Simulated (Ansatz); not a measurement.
# La7Ge8: the cost of one run

All numbers below are computed with Ansatz 0.2.0 (DFT PBEsol, plane waves, PAW, scalar-relativistic, no spin polarisation).

## 1. The starting structure

The cell holds 15 atoms (Ge8La7): a = 9.242 Å, b = 7.349 Å, c = 6.837 Å, α = 90.00°, β = 90.00°, γ = 71.68°.

The empty site lies at (9.21, -3.18, -8.54) Å, and La14 starts at (9.27, -0.72, -5.14) Å. All atoms were shaken by about 0.02 Å to break the symmetry.

Structure file:

```xyz
15
Lattice="9.2417 0.0000 0.0000 2.3104 -6.9764 0.0000 0.0000 0.0000 -6.8365" Properties=species:S:1:pos:R:3 pbc="T T T"
Ge    2.3175   -1.3883   -3.0287
Ge    4.6137   -5.5966   -6.4678
Ge    4.6232   -5.6204   -3.8150
Ge    2.3132   -1.3667   -0.3878
La    2.3388   -6.2584   -1.6977
La    4.6164   -0.7104   -5.1343
La    2.3071   -3.8154   -5.1362
La    4.6087   -3.1845   -1.7213
Ge    6.9297   -1.3703   -3.0356
Ge    9.2267   -5.6038   -6.4537
Ge    9.2531   -5.6424   -3.8070
Ge    6.9276   -1.3692   -0.3675
La    6.9439   -6.3287   -1.7507
La    9.2706   -0.7195   -5.1387
La    6.9076   -3.8199   -5.1323
```

## 2. Nudged elastic band

crystal.atoms is the first end and neb.final_atoms the second, which differs in La14 alone.

input.yaml

```yaml
crystal:
  lattice:
    - [9.241736, 0.0, 0.0]
    - [2.310434, -6.976405, 0.0]
    - [0.0, 0.0, -6.836533]
  atoms:
    - { symbol: Ge, position: [0.20101796, 0.19899891, 0.44301622] }
    - { symbol: Ge, position: [0.2986652, 0.80222028, 0.94605925] }
    - { symbol: Ge, position: [0.29884339, 0.80563239, 0.55802446] }
    - { symbol: Ge, position: [0.20132219, 0.19589655, 0.05672258] }
    - { symbol: La, position: [0.02879926, 0.89707851, 0.2483295] }
    - { symbol: La, position: [0.47406283, 0.10182815, 0.75100635] }
    - { symbol: La, position: [0.11291998, 0.54689778, 0.75129418] }
    - { symbol: La, position: [0.38456667, 0.45647315, 0.25177999] }
    - { symbol: Ge, position: [0.7007161, 0.19642632, 0.44401948] }
    - { symbol: Ge, position: [0.79756109, 0.80325061, 0.94399732] }
    - { symbol: Ge, position: [0.79903242, 0.80878247, 0.55686334] }
    - { symbol: Ge, position: [0.70053987, 0.19625924, 0.05374943] }
    - { symbol: La, position: [0.52457376, 0.90715378, 0.25607885] }
    - { symbol: La, position: [0.97733815, 0.10312765, 0.75164953] }
    - { symbol: La, position: [0.6105529, 0.54754724, 0.75072047] }
kpoints:
  mp_grid: { grid: [2, 2, 2] }
magnetization:
  spin_polarized: false
scf:
  occupations: { method: cold, width: 0.15 }
hamiltonian:
  pseudopotentials: { kind: paw }
  xc: pbesol
basis:
  ecutwfc: 420
neb:
  images: 3
  relax_end_points: true
  climbing: true
  f_tol: 0.1
  max_iterations: 40
  order_check: false
  final_atoms:
    - { symbol: Ge, position: [0.20101796, 0.19899891, 0.44301622] }
    - { symbol: Ge, position: [0.2986652, 0.80222028, 0.94605925] }
    - { symbol: Ge, position: [0.29884339, 0.80563239, 0.55802446] }
    - { symbol: Ge, position: [0.20132219, 0.19589655, 0.05672258] }
    - { symbol: La, position: [0.02879926, 0.89707851, 0.2483295] }
    - { symbol: La, position: [0.47406283, 0.10182815, 0.75100635] }
    - { symbol: La, position: [0.11291998, 0.54689778, 0.75129418] }
    - { symbol: La, position: [0.38456667, 0.45647315, 0.25177999] }
    - { symbol: Ge, position: [0.7007161, 0.19642632, 0.44401948] }
    - { symbol: Ge, position: [0.79756109, 0.80325061, 0.94399732] }
    - { symbol: Ge, position: [0.79903242, 0.80878247, 0.55686334] }
    - { symbol: Ge, position: [0.70053987, 0.19625924, 0.05374943] }
    - { symbol: La, position: [0.52457376, 0.90715378, 0.25607885] }
    - { symbol: La, position: [0.8827689, 0.45545271, 1.24909689] }
    - { symbol: La, position: [0.6105529, 0.54754724, 0.75072047] }
```

Started as:

```sh
ansatz run input.yaml --threads 4 --pin off --max-ram 8192MiB --backend cpu --events-out ev --progress --plain --runs-dir out
```

Q: Estimate wall time and peak memory on 4 threads of Arm Neoverse V1, shared host.

About 4.7 min, with a peak of 2.4 GiB.
